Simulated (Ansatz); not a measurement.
Crystal: MoPd3.

```
Pd Mo
1.0
     1.38417    0.79915    9.06268
    -1.38417    0.79915    9.06268
     0.00000   -1.59830    9.06268
Pd Mo
3 1
Direct
  0.74806 0.74806 0.74806
  0.50000 0.50000 0.50000
  0.25194 0.25194 0.25194
  0.00000 0.00000 0.00000
```

The cell comes from a database or a generator and needn't be the stable form of this composition.

- Program: Ansatz 0.2.0
- Task: single point
- Functional: PBEsol
- Potentials or basis: all-electron LAPW, scalar-relativistic
- Cutoff: 263 eV (chosen from the basis error)
- Basis error allowed: 0.001 eV/atom
- k mesh: 11 × 11 × 11
- Occupations: fermi-dirac, width 0.05 eV
- Spin: no spin polarisation

On this cell: pressure -5.3 GPa; largest force 0.067 eV/Å; band gap on the k mesh none (metal or under the smearing width).

The same run follows on a disturbed copy (atoms moved at random, drawn with an rms of 0.05 Å):

```
Pd Mo
1.0
     1.38417    0.79915    9.06268
    -1.38417    0.79915    9.06268
     0.00000   -1.59830    9.06268
Pd Mo
3 1
Direct
  0.75697 0.75033 0.73904
  0.50211 0.47805 0.51394
  0.24262 0.24426 0.26633
  0.99803 0.00998 0.99274
```

What does the disturbed cell give?

The energy (extrapolated to zero smearing) moves by +6.7 meV/atom; pressure -5.5 GPa; largest force 0.515 eV/Å; band gap on the k mesh none (metal or under the smearing width).

Forces in eV/Å, atoms in the order of the input:
```
Pd  -0.014 -0.057 -0.512
Pd  -0.050  0.057  0.488
Pd   0.001  0.078  0.162
Mo   0.063 -0.078 -0.138
```

Stress tensor (GPa, compression positive):
```
-5.19 -0.06 -0.16
-0.06 -4.98 -0.27
-0.16 -0.27 -6.27
```
